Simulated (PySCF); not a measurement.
# C2H7FSi2: the cost of one run

Programs: PySCF 2.14.0, with density-fitted response routines of our own. Each step states its level of theory. These are calculated values for one molecule in the gas phase, unless marked as measured. Atoms are numbered from 0 throughout.

## (1) Starting geometry

12 atoms, charge 0, multiplicity 1; geometry from: GFN2-xTB. The atoms were then displaced at random by about 0.01 Å, so the start is not that level's minimum.

Bonds of the start (Å): F0–Si1 1.64, Si1–C2 1.89, C2–C3 1.30, C3–Si4 1.92, Si1–H5 1.45, Si1–H6 1.47, C2–H7 1.07, C3–H8 1.09, Si4–H9 1.45, Si4–H10 1.46, Si4–H11 1.48.

## (2) Optimising the geometry at PBE0-D3(BJ)/def2-SVP

What the job is given:

```
{"job": {"xc": "PBE0", "basis": "def2-SVP", "d3": "d3bj", "grid": 1, "shake": 0.01, "kind": "geom"}, "charge": 0, "multiplicity": 1}
F      2.640960    -0.699030     1.001680
Si     2.277450     0.367730    -0.185190
C      0.398280     0.392540    -0.400420
C     -0.404320    -0.333980     0.318990
Si    -2.311850    -0.332940     0.114720
H      2.971450    -0.152270    -1.352900
H      2.823390     1.641540     0.290880
H      0.031820     1.059710    -1.157660
H     -0.030350    -0.988320     1.101120
H     -2.676010     0.610410    -0.928180
H     -2.767620    -1.680870    -0.211430
H     -2.913500     0.087200     1.399360
```

Command:

```console
> OMP_NUM_THREADS=1 python probes_run.py task.json out
```

One launch serves the whole session: the jobs run in the order shown.

Q: Estimate the wall time and peak memory of this first job on 1 thread of Arm Neoverse V1, shared host.

About 30 s, with a peak of 0.46 GiB.
